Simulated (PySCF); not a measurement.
# F3GeH: the cost of one run

The runs use PySCF 2.14.0, with density-fitted response routines of our own; the level of theory stands in each step. All values are computed, except where a source is named. Atoms are numbered from 0 throughout.

### 1 The molecule as given

5 atoms, charge 0, multiplicity 1; geometry from: GFN2-xTB. The atoms were then displaced at random by about 0.01 Å, so the start is not that level's minimum.

Bonds of the start (Å): F0–Ge1 1.72, Ge1–F2 1.71, Ge1–F3 1.68, Ge1–H4 1.47.

### 2 Optimising the geometry at PBE0-D3(BJ)/def2-SVP

What the job is given:

```
{"job": {"xc": "PBE0", "basis": "def2-SVP", "d3": "d3bj", "grid": 1, "shake": 0.01, "kind": "geom"}, "charge": 0, "multiplicity": 1}
F      1.577340     0.211590    -0.512000
Ge    -0.005830    -0.023710     0.111740
F     -0.911890     1.340640    -0.381080
F     -0.598510    -1.294650    -0.814420
H     -0.027540    -0.267840     1.557880
```

On the command line:

```bash
$ OMP_NUM_THREADS=1 python probes_run.py task.json out
```

One launch serves the whole session: the jobs run in the order shown.

Q: Estimate the wall time and peak memory of this first job on 1 thread of Arm Neoverse V1, shared host.

About 11 s, with a peak of 0.34 GiB.
